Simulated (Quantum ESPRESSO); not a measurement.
# TaF3 (Pm-3m) in Quantum ESPRESSO: settings compared

Aim: see how the results for TaF3 move with the level of theory and the settings. Levels: PBEsol+rVV10, PBEsol+D4. Tasks: relaxation of cell and atoms.

Everything below comes from runs of Quantum ESPRESSO 7.5. Logs are shortened: lines on timing, memory, paths and dates and some standing lists are left out, and cuts for length are marked.

### 1 The structure

It takes space group Pm-3m (No. 221, cubic). The conventional cell has a = 3.901 Å, b = 3.901 Å, c = 3.901 Å, α = 90.00°, β = 90.00°, γ = 90.00°. Ta (site symmetry m-3m) is surrounded by 6 F at 1.95 Å. Around F (site symmetry 4/mmm) lie 2 Ta at 1.95 Å.

### 2 Relaxation of cell and atoms, PBEsol+rVV10

run.py reads:

```python
import numpy as np
from ase.calculators.espresso import Espresso, EspressoProfile
import spglib
from ase import Atoms
from ase.io import read

atoms = read('TaF3.cif')
cell, pos, num = spglib.standardize_cell((atoms.cell[:], atoms.get_scaled_positions(), atoms.numbers), to_primitive=True, symprec=1e-4)
atoms = Atoms(numbers=num, cell=cell, scaled_positions=pos, pbc=True)

input_data = {
    'control': {'calculation': 'scf', 'prefix': 'pwscf', 'outdir': './tmp', 'tprnfor': True, 'tstress': True, 'disk_io': 'low'},
    'system': {'ecutwfc': 56.0, 'ecutrho': 448.0, 'nbnd': 25, 'input_dft': 'sla+pw+psx+psc+vv10', 'occupations': 'smearing', 'smearing': 'fd', 'degauss': 0.00367493},
    'electrons': {'conv_thr': 8e-10, 'electron_maxstep': 120, 'mixing_beta': 0.5},
}
pseudopotentials = {'Ta': 'ta_pbesol_v1.uspp.F.UPF', 'F': 'f_pbesol_v1.4.uspp.F.UPF'}
profile = EspressoProfile(command='mpirun -n 2 pw.x -nk 2', pseudo_dir='pseudo')
dft = Espresso(profile=profile, input_data=input_data, pseudopotentials=pseudopotentials, kpts=(7, 7, 7), koffset=(0, 0, 0))
atoms.calc = dft

from ase.optimize import LBFGS
from ase.filters import FrechetCellFilter
done = LBFGS(FrechetCellFilter(atoms), trajectory='opt.traj').run(fmax=0.02, steps=30)
print('converged', done)
print('cell (A)', np.round(atoms.cell.cellpar(), 5))
print(f'energy {atoms.get_potential_energy():.8f} eV')
print('forces (eV/A)')
print(np.round(atoms.get_forces(), 6))
print('stress (eV/A^3, Voigt)')
print(np.round(atoms.get_stress(), 8))
print(f'Fermi level {dft.get_fermi_level():.4f} eV')
```

TaF3.cif reads:

```cif
data_TaF3
_cell_length_a 3.90120000
_cell_length_b 3.90120000
_cell_length_c 3.90120000
_cell_angle_alpha 90.00000000
_cell_angle_beta 90.00000000
_cell_angle_gamma 90.00000000
_space_group_name_H-M_alt 'Pm-3m'
_space_group_name_Hall '-P 4 2 3'
_space_group_IT_number 221
loop_
_space_group_symop_operation_xyz
'x,y,z'
'-x,-y,-z'
'-y,x,z'
'y,-x,-z'
'-x,-y,z'
'x,y,-z'
'y,-x,z'
'-y,x,-z'
'x,-y,-z'
'-x,y,z'
'-y,-x,-z'
'y,x,z'
'-x,y,-z'
'x,-y,z'
'y,x,-z'
'-y,-x,z'
'z,x,y'
'-z,-x,-y'
'z,-y,x'
'-z,y,-x'
'z,-x,-y'
'-z,x,y'
'z,y,-x'
'-z,-y,x'
'-z,x,-y'
'z,-x,y'
'-z,-y,-x'
'z,y,x'
'-z,-x,y'
'z,x,-y'
'-z,y,x'
'z,-y,-x'
'y,z,x'
'-y,-z,-x'
'x,z,-y'
'-x,-z,y'
'-y,z,-x'
'y,-z,x'
'-x,z,y'
'x,-z,-y'
'-y,-z,x'
'y,z,-x'
'-x,-z,-y'
'x,z,y'
'y,-z,-x'
'-y,z,x'
'x,-z,y'
'-x,z,-y'
loop_
_atom_site_label
_atom_site_type_symbol
_atom_site_symmetry_multiplicity
_atom_site_Wyckoff_symbol
_atom_site_fract_x
_atom_site_fract_y
_atom_site_fract_z
_atom_site_occupancy
Ta1 Ta 1 a 0.0000000000 0.0000000000 0.0000000000 1
F1 F 3 d 0.0000000000 0.0000000000 0.5000000000 1
```

Potentials or basis: GBRV 1.5 PBEsol.

Command:

```bash
$ OMP_NUM_THREADS=1 python run.py
```

The log of the run:

```text
Step          Energy          fmax
LBFGS:    0    -3907.688801        1.651939
LBFGS:    1    -3907.795498        1.359954
LBFGS:    2    -3908.042652        0.179322
LBFGS:    3    -3908.047745        0.020196
LBFGS:    4    -3908.047814        0.000199
converged True
cell (A) [ 4.05263  4.05263  4.05263 90.      90.      90.     ]
energy -3908.04781378 eV
forces (eV/A)
[[0. 0. 0.]
 [0. 0. 0.]
 [0. 0. 0.]
 [0. 0. 0.]]
stress (eV/A^3, Voigt)
[-1.194e-05 -1.194e-05 -1.194e-05 -0.000e+00 -0.000e+00 -0.000e+00]
Fermi level 8.1969 eV
```

espresso.pwi:

```text
&CONTROL
   calculation      = 'scf'
   tstress          = .true.
   tprnfor          = .true.
   outdir           = './tmp'
   prefix           = 'pwscf'
   disk_io          = 'low'
   pseudo_dir       = 'pseudo'
/
&SYSTEM
   nbnd             = 25
   ecutwfc          = 56.0
   ecutrho          = 448.0
   occupations      = 'smearing'
   degauss          = 0.00367493
   smearing         = 'fd'
   input_dft        = 'sla+pw+psx+psc+vv10'
   ntyp             = 2
   nat              = 4
   ibrav            = 0
/
&ELECTRONS
   electron_maxstep = 120
   conv_thr         = 8e-10
   mixing_beta      = 0.5
/
&IONS
/
&CELL
/
&FCP
/
&RISM
/
ATOMIC_SPECIES
Ta 180.94788 ta_pbesol_v1.uspp.F.UPF
F 18.998403163 f_pbesol_v1.4.uspp.F.UPF

K_POINTS automatic
7 7 7  0 0 0

CELL_PARAMETERS angstrom
4.05263104311324 0.00000000000000 0.00000000000000
0.00000000000000 4.05263104311324 0.00000000000000
0.00000000000000 0.00000000000000 4.05263104311324

ATOMIC_POSITIONS angstrom
Ta 0.0000000000 0.0000000000 0.0000000000  
F 0.0000000000 0.0000000000 2.0263155216  
F 2.0263155216 0.0000000000 0.0000000000  
F 0.0000000000 2.0263155216 0.0000000000
```

espresso.pwo:

```text
This program is part of the open-source Quantum ESPRESSO suite
     for quantum simulation of materials; please cite
         "P. Giannozzi et al., J. Phys.:Condens. Matter 21 395502 (2009);
         "P. Giannozzi et al., J. Phys.:Condens. Matter 29 465901 (2017);
         "P. Giannozzi et al., J. Chem. Phys. 152 154105 (2020);
     in publications or presentations arising from this work. More details at

Warning: card &CELL ignored
Warning: card &FCP ignored
Warning: card &RISM ignored

     IMPORTANT: XC functional enforced from input :
     Exchange-correlation= SLA+PW+PSX+PSC+VV10
                           (   1   4  10   8  26   0   0)
     Any further DFT definition will be discarded
     Please, verify this is what you really want

     Message from routine setup:
     using ibrav=0 with symmetry is DISCOURAGED, use correct ibrav instead

     K-points division:     npool     =       2
     Subspace diagonalization in iterative solution of the eigenvalue problem:
     a serial algorithm will be used

     G-vector sticks info
     --------------------
     sticks:   dense  smooth     PW     G-vecs:    dense   smooth      PW
     Sum        2085    1041    301                71999    25413    3959

     Using Slab Decomposition

     bravais-lattice index     =            0
     lattice parameter (alat)  =       7.6584  a.u.
     unit-cell volume          =     449.1670 (a.u.)^3
     number of atoms/cell      =            4
     number of atomic types    =            2
     number of electrons       =        34.00
     number of Kohn-Sham states=           25
     kinetic-energy cutoff     =      56.0000  Ry
     charge density cutoff     =     448.0000  Ry
     scf convergence threshold =      8.0E-10
     mixing beta               =       0.5000
     number of iterations used =            8  plain     mixing
     Exchange-correlation= SLA+PW+PSX+PSC+VV10
                           (   1   4  10   8  26   0   0)

     celldm(1)=   7.658363  celldm(2)=   0.000000  celldm(3)=   0.000000
     celldm(4)=   0.000000  celldm(5)=   0.000000  celldm(6)=   0.000000

     crystal axes: (cart. coord. in units of alat)
               a(1) = (   1.000000   0.000000   0.000000 )
               a(2) = (   0.000000   1.000000   0.000000 )
               a(3) = (   0.000000   0.000000   1.000000 )

     reciprocal axes: (cart. coord. in units 2 pi/alat)
               b(1) = (  1.000000  0.000000  0.000000 )
               b(2) = (  0.000000  1.000000  0.000000 )
               b(3) = (  0.000000  0.000000  1.000000 )

     PseudoPot. # 1 for Ta read from file:
     ta_pbesol_v1.uspp.F.UPF
     Pseudo is Ultrasoft + core correction, Zval = 13.0
     Generated by new atomic code, or converted to UPF format
     Using radial grid of  921 points,  7 beta functions with:
                l(1) =   0
                l(2) =   0
                l(3) =   1
                l(4) =   1
                l(5) =   2
                l(6) =   2
                l(7) =   3
     Q(r) pseudized with  6 coefficients,  rinner =    1.300   1.300   1.300
                                                       1.300   1.300   1.300
                                                       1.300

     PseudoPot. # 2 for F  read from file:
     f_pbesol_v1.4.uspp.F.UPF
     Pseudo is Ultrasoft, Zval =  7.0
     Generated by new atomic code, or converted to UPF format
     Using radial grid of  799 points,  4 beta functions with:
                l(1) =   0
                l(2) =   0
                l(3) =   1
                l(4) =   1
     Q(r) pseudized with  8 coefficients,  rinner =    0.950   0.950   0.950

     atomic species   valence    mass     pseudopotential
     Ta               13.00   180.94788     Ta( 1.00)
     F                 7.00    18.99840     F ( 1.00)

     48 Sym. Ops., with inversion, found

   Cartesian axes

     site n.     atom                  positions (alat units)
         1        Ta     tau(   1) = (   0.0000000   0.0000000   0.0000000  )
         2        F      tau(   2) = (   0.0000000   0.0000000   0.5000000  )
         3        F      tau(   3) = (   0.5000000   0.0000000   0.0000000  )
         4        F      tau(   4) = (   0.0000000   0.5000000   0.0000000  )

     number of k points=    20  Fermi-Dirac smearing, width (Ry)=  0.0037
                       cart. coord. in units 2pi/alat
        k(    1) = (   0.0000000   0.0000000   0.0000000), wk =   0.0058309
        k(    2) = (   0.0000000   0.0000000   0.1428571), wk =   0.0349854
        k(    3) = (   0.0000000   0.0000000   0.2857143), wk =   0.0349854
        k(    4) = (   0.0000000   0.0000000   0.4285714), wk =   0.0349854
        k(    5) = (   0.0000000   0.1428571   0.1428571), wk =   0.0699708
        k(    6) = (   0.0000000   0.1428571   0.2857143), wk =   0.1399417
[... 12 lines left out ...]
        k(   19) = (   0.2857143   0.4285714   0.4285714), wk =   0.1399417
        k(   20) = (   0.4285714   0.4285714   0.4285714), wk =   0.0466472

     Dense  grid:    71999 G-vectors     FFT dimensions: (  54,  54,  54)

     Smooth grid:    25413 G-vectors     FFT dimensions: (  40,  40,  40)

     Initial potential from superposition of free atoms

     starting charge      33.9990, renormalised to      34.0000

     negative rho (up, down):  9.359E-02 0.000E+00

Carrying out rVV10 run using the following parameters:
Nqs =      20    Nr_points =    1024   r_max =   100.000
b_value =  6.30000    beta =  0.00901
     q_mesh =  0.00010000  0.00030000  0.00058939  0.00100810
               0.00161396  0.00249058  0.00375900  0.00559430
               0.00824984  0.01209221  0.01765183  0.02569619
               0.03733578  0.05417739  0.07854596  0.11380545
               0.16482331  0.23864234  0.34545298  0.50000000

Gradients computed in Reciprocal space

     Starting wfcs are   25 randomized atomic wfcs

     Self-consistent Calculation

     iteration #  1     ecut=    56.00 Ry     beta= 0.50
     Davidson diagonalization with overlap
     ethr =  1.00E-02,  avg # of iterations =  4.5

     Threshold (ethr) on eigenvalues was too large:
     Diagonalizing with lowered threshold

     Davidson diagonalization with overlap
     ethr =  9.17E-04,  avg # of iterations =  1.2

     negative rho (up, down):  9.539E-02 0.000E+00

     total energy              =    -287.13019375 Ry
     estimated scf accuracy    <       0.31046742 Ry

     iteration #  2     ecut=    56.00 Ry     beta= 0.50
     Davidson diagonalization with overlap
     ethr =  9.13E-04,  avg # of iterations =  2.0

     negative rho (up, down):  9.617E-02 0.000E+00

     total energy              =    -287.21692792 Ry
     estimated scf accuracy    <       0.10205766 Ry

     iteration #  3     ecut=    56.00 Ry     beta= 0.50
     Davidson diagonalization with overlap
     ethr =  3.00E-04,  avg # of iterations =  2.5
[... 33 lines left out ...]
     iteration #  7     ecut=    56.00 Ry     beta= 0.50
     Davidson diagonalization with overlap
     ethr =  1.17E-09,  avg # of iterations =  2.0

     negative rho (up, down):  9.727E-02 0.000E+00

     total energy              =    -287.23624150 Ry
     estimated scf accuracy    <       0.00000002 Ry

     iteration #  8     ecut=    56.00 Ry     beta= 0.50
     Davidson diagonalization with overlap
     ethr =  6.36E-11,  avg # of iterations =  1.8

     negative rho (up, down):  9.727E-02 0.000E+00

     End of self-consistent calculation

          k = 0.0000 0.0000 0.0000 (  3191 PWs)   bands (ev):

   -62.0058 -28.6678 -28.6678 -28.6678 -19.6742 -19.3773 -19.3773  -1.2529
    -1.2529  -1.2529  -0.1718  -0.1718  -0.1718  -0.1214  -0.1214  -0.1214
     7.1757   7.1757   7.1757   7.7072  10.2062  10.2062  15.6737  17.0845
    17.0846

          k = 0.0000 0.0000 0.1429 (  3162 PWs)   bands (ev):

   -62.0056 -28.7087 -28.6672 -28.6672 -19.6284 -19.3765 -19.2758  -1.6202
    -1.2373  -1.2373  -0.3767  -0.2651  -0.2651  -0.1447  -0.1447  -0.1431
     7.1886   7.4244   7.4244   7.9974  10.2250  10.6794  14.8108  16.3052
    16.8450

          k = 0.0000 0.0000 0.2857 (  3162 PWs)   bands (ev):

   -62.0052 -28.7981 -28.6658 -28.6658 -19.5856 -19.3745 -18.9791  -2.5379
    -1.1879  -1.1879  -0.6083  -0.5244  -0.5244  -0.1912  -0.1443  -0.1443
     7.2178   7.9837   7.9837   8.7102  10.2658  11.3344  13.7474  16.7892
    17.5281
[... 108 lines left out ...]
   -62.0036 -28.8616 -28.8614 -28.7914 -18.9851 -18.7083 -18.6991  -3.3202
    -3.1658  -2.4800  -1.8902  -1.6191  -1.6107   0.2409   0.2461   0.4081
     9.1471   9.1624   9.4691  12.0335  12.8846  13.7919  13.8017  14.4558
    15.5051

          k = 0.4286 0.4286 0.4286 (  3184 PWs)   bands (ev):

   -62.0033 -28.8604 -28.8602 -28.8602 -18.7137 -18.6974 -18.6974  -3.3804
    -3.1628  -3.1628  -1.8828  -1.8646  -1.8646   0.4011   0.4011   0.4172
     9.5168   9.5475   9.5475  12.0138  14.1771  14.1771  14.1839  15.1282
    15.1282

     the Fermi energy is     8.1969 ev

!    total energy              =    -287.23624150 Ry
     estimated scf accuracy    <          3.2E-10 Ry
     smearing contrib. (-TS)   =      -0.00266483 Ry
     internal energy E=F+TS    =    -287.23357667 Ry

     The total energy is F=E-TS. E is the sum of the following terms:
     one-electron contribution =    -169.37470943 Ry
     hartree contribution      =      97.70950348 Ry
     xc contribution           =     -69.29345427 Ry
     ewald contribution        =    -146.27491646 Ry

     convergence has been achieved in   8 iterations

     negative rho (up, down):  9.727E-02 0.000E+00

     Forces acting on atoms (cartesian axes, Ry/au):

     atom    1 type  1   force =     0.00000000    0.00000000    0.00000000
     atom    2 type  2   force =     0.00000000    0.00000000    0.00000000
     atom    3 type  2   force =     0.00000000    0.00000000    0.00000000
     atom    4 type  2   force =     0.00000000    0.00000000    0.00000000

     Total force =     0.000000     Total SCF correction =     0.000000

     Computing stress (Cartesian axis) and pressure

     negative rho (up, down):  9.727E-02 0.000E+00
          total   stress  (Ry/bohr**3)                   (kbar)     P=        0.02
   0.00000013   0.00000000   0.00000000            0.02        0.00        0.00
   0.00000000   0.00000013   0.00000000            0.00        0.02        0.00
   0.00000000   0.00000000   0.00000013            0.00        0.00        0.02

=------------------------------------------------------------------------------=
   JOB DONE.
=------------------------------------------------------------------------------=
```

It took 66 s on 2 MPI ranks of AMD EPYC 9R45 (Zen 5), shared host; peak memory 0.64 GiB.

What came out:

```yaml
Free_energy: -3908.0482 eV
Relaxed_volume: 16.64 Å³/atom
Relaxed_cell: a = 4.053 Å, b = 4.053 Å, c = 4.053 Å, α = 90.00°, β = 90.00°, γ = 90.00°
Space_group_after_relaxing_to_0.05_Å: Pm-3m (No. 221)
Energy_gained_by_relaxing: 89.8 meV/atom
Ionic_steps: 5
Pressure_after_relaxing: 0.0 GPa
Band_gap_on_the_k_mesh: none (metal or under the smearing width)
```

Step by step:
| step | energy change (eV) | largest force (eV/Å) | pressure (GPa) | volume (Å³) |
| --- | --- | --- | --- | --- |
| 1 | 0.0000 | 0.0000 | 17.83 | 59.37 |
| 2 | -0.1067 | 0.0000 | 14.42 | 60.43 |
| 3 | -0.3539 | 0.0000 | 1.75 | 65.63 |
| 4 | -0.3589 | 0.0000 | 0.19 | 66.45 |
| 5 | -0.3590 | 0.0000 | 0.00 | 66.56 |

Final structure:
```
CELL_PARAMETERS angstrom
4.05263 0.00000 0.00000
0.00000 4.05263 0.00000
0.00000 0.00000 4.05263
ATOMIC_POSITIONS crystal
Ta 0.00000 0.00000 0.00000
F 0.00000 0.00000 0.50000
F 0.50000 0.00000 0.00000
F 0.00000 0.50000 0.00000
```

Caveat: rVV10's parameter b was fitted to another functional; pairwise dispersion overbinds metals, which lowers pressure and volume.

### 3 Relaxation of cell and atoms, PBEsol+D4

Changes to run.py since step 2:

```diff
@@ -12,3 +12,3 @@
     'control': {'calculation': 'scf', 'prefix': 'pwscf', 'outdir': './tmp', 'tprnfor': True, 'tstress': True, 'disk_io': 'low'},
-    'system': {'ecutwfc': 56.0, 'ecutrho': 448.0, 'nbnd': 25, 'input_dft': 'sla+pw+psx+psc+vv10', 'occupations': 'smearing', 'smearing': 'fd', 'degauss': 0.00367493},
+    'system': {'ecutwfc': 56.0, 'ecutrho': 448.0, 'nbnd': 25, 'occupations': 'smearing', 'smearing': 'fd', 'degauss': 0.00367493},
     'electrons': {'conv_thr': 8e-10, 'electron_maxstep': 120, 'mixing_beta': 0.5},
@@ -18,3 +18,6 @@
 dft = Espresso(profile=profile, input_data=input_data, pseudopotentials=pseudopotentials, kpts=(7, 7, 7), koffset=(0, 0, 0))
-atoms.calc = dft
+from ase.calculators.mixing import SumCalculator
+from dftd4.ase import DFTD4
+d4 = DFTD4(method='pbesol')
+atoms.calc = SumCalculator([dft, d4])
 
@@ -31 +34,3 @@
 print(f'Fermi level {dft.get_fermi_level():.4f} eV')
+print(f'D4 part {d4.get_potential_energy(atoms):.8f} eV')
+atoms.write('final.traj')
```

TaF3.cif is that of step 2.

Potentials or basis: GBRV 1.5 PBEsol.

Command:

```bash
$ OMP_NUM_THREADS=1 python run.py
```

Run time: 57 s. Hardware: 2 MPI ranks of AMD EPYC 9R45 (Zen 5), shared host; peak memory 0.62 GiB.

The run converged. Its results:

```yaml
Free_energy: -3912.0603 eV
Relaxed_volume: 16.88 Å³/atom
Relaxed_cell: a = 4.072 Å, b = 4.072 Å, c = 4.072 Å, α = 90.00°, β = 90.00°, γ = 90.00°
Space_group_after_relaxing_to_0.05_Å: Pm-3m (No. 221)
Energy_gained_by_relaxing: 114.0 meV/atom
Ionic_steps: 5
Pressure_after_relaxing: 0.0 GPa
Band_gap_on_the_k_mesh: none (metal or under the smearing width)
Dispersion_energy_per_atom: -0.049 eV
```

Step by step:
```csv
step,energy change (eV),largest force (eV/Å),pressure (GPa),volume (Å³)
1,0.0000,0.0000,20.19,59.37
2,-0.1366,0.0000,16.26,60.58
3,-0.4492,0.0000,1.96,66.43
4,-0.4557,0.0000,0.24,67.37
5,-0.4558,0.0000,0.00,67.51
```

Final structure:
```cif
data_structure
_symmetry_space_group_name_H-M 'P 1'
_symmetry_Int_Tables_number 1
_cell_length_a 4.0718
_cell_length_b 4.0718
_cell_length_c 4.0718
_cell_angle_alpha 90.000
_cell_angle_beta 90.000
_cell_angle_gamma 90.000
_cell_volume 67.51
loop_
_atom_site_label
_atom_site_type_symbol
_atom_site_fract_x
_atom_site_fract_y
_atom_site_fract_z
_atom_site_occupancy
Ta1 Ta 0.00000 0.00000 0.00000 1
F1 F 0.00000 0.00000 0.50000 1
F2 F 0.50000 0.00000 0.00000 1
F3 F 0.00000 0.50000 0.00000 1
```

Levels at points of the mesh, in eV from the Fermi level:
| k point | band 14 | band 15 | band 16 | band 17 | band 18 | band 19 | band 20 | band 21 |
| --- | --- | --- | --- | --- | --- | --- | --- | --- |
| (0.00, 0.00, 0.00) | -8.29 | -8.29 | -8.29 | -1.00 | -1.00 | -1.00 | -0.15 | 1.94 |

Caveat: pairwise dispersion overbinds metals, which lowers pressure and volume.
